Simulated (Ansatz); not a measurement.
# CH3Cl2In: a ladder of functionals and wavefunction methods

The task here is to estimate one member of a computed series from the others.

Method: functionals in def2-TZVPP, the program's frozen cores in correlated methods; program: Ansatz 0.2.0, Gaussian basis.

The runs, in order: LDA (SPW92), PBE-D4, revPBE-D4, BLYP-D4, r2SCAN-D4, B97M-V, PBE0-D4, B3LYP-D4, r2SCANh-D4, r2SCAN0-D4, HSE06-D4, BHLYP-D4, CAM-B3LYP-D4, LC-ωPBE, ωB97X-V, ωB97M-V, B2PLYP, PBE-QIDH; CCSD(T)/def2-SVP; CCSD(T)/def2-TZVPP; MP2/def2-QZVPP; extrapolation to the limit; RPA on PBE.

**The geometry**

The geometry comes from an earlier relaxation with PBE0-D4 in a triple-zeta def2 set; it is a stationary point, not always the lowest conformer. In takes the def2 core potential; no spin-orbit term is included.

7 atoms, charge 0, spin multiplicity 1.

Atoms are counted from 1 here; the program's logs count them from 0.

Bond lengths: Cl1–C2 1.766 Å, C2–Cl3 1.805 Å, C2–In4 2.188 Å, C2–H5 1.086 Å, In4–H6 1.711 Å, In4–H7 1.716 Å. Angles: Cl1–C2–Cl3 111.1°, Cl1–C2–In4 116.2°, Cl1–C2–H5 107.0°, Cl3–C2–In4 98.5°, Cl3–C2–H5 105.4°, In4–C2–H5 117.9°, C2–In4–H6 114.7°, C2–In4–H7 116.2°, H6–In4–H7 129.0°.

Coordinates:

```mol
CH3Cl2In
  3D, bonds by distance, orders not assigned

  7  6  0  0  0  0  0  0  0  0999 V2000
   -0.8172   -1.6404    1.4291 Cl  0  0
    0.1741   -0.9038    0.1660 C   0  0
    1.8317   -0.5293    0.7751 Cl  0  0
   -0.4023    1.1117   -0.4610 In  0  0
    0.3141   -1.6551   -0.6057 H   0  0
   -1.0465    2.0905    0.7854 H   0  0
   -0.0540    1.5264   -2.0890 H   0  0
  1  2  8  0
  2  3  8  0
  2  4  8  0
  2  5  8  0
  4  6  8  0
  4  7  8  0
M  END
```

Set-up of the first run:

Contents of in.yaml:

```yaml
crystal:
  periodic: [false, false, false]
  atoms:
    - {symbol: Cl, position_ang: [-0.817204, -1.640352, 1.429124]}
    - {symbol: C, position_ang: [0.174076, -0.903848, 0.166046]}
    - {symbol: Cl, position_ang: [1.831737, -0.529316, 0.775123]}
    - {symbol: In, position_ang: [-0.402316, 1.111679, -0.460994]}
    - {symbol: H, position_ang: [0.314121, -1.655091, -0.605704]}
    - {symbol: H, position_ang: [-1.046457, 2.090472, 0.785375]}
    - {symbol: H, position_ang: [-0.053957, 1.526446, -2.088970]}
basis:
  gaussian: {orbitals: def2-TZVPP}
hamiltonian: {xc: lda}
output: {orbitals: {seedname: orbitals}}
```

On the command line:

```
ansatz run in.yaml --threads 2 --pin off --events-out ev --progress --plain --max-ram 4352MiB
```

Among the steps run: LDA; PBE-D4 (GGA); revPBE-D4 (GGA); BLYP-D4 (GGA); r2SCAN-D4 (meta-GGA); B97M-V (meta-GGA); PBE0-D4 (hybrid); B3LYP-D4 (hybrid); r2SCANh-D4 (hybrid); r2SCAN0-D4 (hybrid); HSE06-D4 (hybrid); BHLYP-D4 (hybrid); CAM-B3LYP-D4 (range-separated); LC-ωPBE (range-separated); ωB97X-V (range-separated); ωB97M-V (range-separated); B2PLYP (double hybrid); PBE-QIDH (double hybrid).

One table of the session follows, with a row left open; its other results are not shown here.

It belongs to the step «Orbital energies across the functionals». 

| functional | HOMO (eV) | LUMO (eV) | gap (eV) |
| --- | --- | --- | --- |
| LDA (SPW92) | -6.20 | -2.86 | 3.34 |
| PBE-D4 | -6.05 | -2.58 | 3.48 |
| revPBE-D4 | -5.99 | -2.45 | 3.54 |
| BLYP-D4 | -5.93 | -2.54 | 3.39 |
| r2SCAN-D4 | -6.30 | -2.32 | 3.98 |
| B97M-V | -6.38 | -2.60 | 3.78 |
| PBE0-D4 | -7.25 | -1.86 | 5.39 |
| B3LYP-D4 | -7.04 | -2.14 | 4.91 |
| r2SCANh-D4 | -6.74 | -2.07 | 4.67 |
| r2SCAN0-D4 | ? | ? | ? |
| HSE06-D4 | -6.85 | -2.22 | 4.63 |
| BHLYP-D4 | -8.36 | -1.22 | 7.14 |
| CAM-B3LYP-D4 | -8.56 | -1.07 | 7.50 |
| LC-ωPBE | -9.88 | 0.07 | 9.94 |
| ωB97X-V | -9.54 | -0.08 | 9.45 |
| ωB97M-V | -9.39 | -0.36 | 9.03 |

Q: Estimate the row for r2SCAN0-D4 from the others.

Worked estimate for «HOMO (eV)». Against the share of exact exchange, r2SCAN-D4 (0, -6.30), r2SCANh-D4 (0.1, -6.74) give a slope of -4.40 per unit share; at 0.25 the line stands at -7.40.

The run gave: HOMO (eV): -7.41; LUMO (eV): -1.71; gap (eV): 5.71. In «HOMO (eV)» the line misses by +0.01.
